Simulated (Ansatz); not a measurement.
# TiTeW3: the cost of one run

Computed with Ansatz 0.2.0 (DFT PBE, scalar-relativistic, plane waves, PAW, unless a step's input says otherwise).

1 further run of the same task is left out (it didn't finish).

## Step 1: The system as given

Symmetry: Pm-3m, No. 221, cubic system. Conventional cell: a = 5.065 Å, b = 5.065 Å, c = 5.065 Å, α = 90.00°, β = 90.00°, γ = 90.00°. Around Ti (site symmetry m-3m) lie 6 W at 2.53 Å. Around Te (site symmetry m-3m) lie 12 W at 3.58 Å. W (site symmetry 4/mmm) is surrounded by 2 Ti at 2.53 Å and 4 Te at 3.58 Å and 8 W at 3.58 Å.

As a file:

```
Ti Te W
1.0
     5.06535    0.00000    0.00000
     0.00000    5.06535    0.00000
     0.00000    0.00000    5.06535
Ti Te W
1 1 3
Direct
  0.50000 0.50000 0.50000
  0.00000 0.00000 0.00000
  0.00000 0.50000 0.50000
  0.50000 0.00000 0.50000
  0.50000 0.50000 0.00000
```

A structure generator made this guess: species swapped into a database cell of Ca3BiP (Pm-3m, No. 221), with W on the Ca sites, Te on the Bi sites and Ti on the P sites. Its size is a rough estimate.

## Step 2: A first look at the guess

The input, input.yaml:

```yaml
crystal:
  lattice:
    - [5.06534519, 0.0, 0.0]
    - [0.0, 5.06534519, 0.0]
    - [0.0, 0.0, 5.06534519]
  atoms:
    - { symbol: Ti, position: [0.5, 0.5, 0.5] }
    - { symbol: Te, position: [0.0, 0.0, 0.0] }
    - { symbol: W, position: [0.0, 0.5, 0.5] }
    - { symbol: W, position: [0.5, 0.0, 0.5] }
    - { symbol: W, position: [0.5, 0.5, 0.0] }
basis:
  ecutwfc: 420
kpoints:
  mp_grid: { grid: [4, 4, 4] }
hamiltonian:
  xc: pbe
scf:
  occupations: { method: gaussian, width: 0.1 }
  lower_state_search: "off"
output:
  forces: true
  stress: true
  eigenvalues: true
```

Started as:

```console
ansatz run input.yaml --threads 1 --pin off --max-ram 2560MiB --backend cpu --events-out ev --progress --plain --runs-dir out
```

Q: Estimate wall time and peak memory on 1 thread of Arm Neoverse V2, shared host.

About 3.4 s, with a peak of 0.4 GiB.
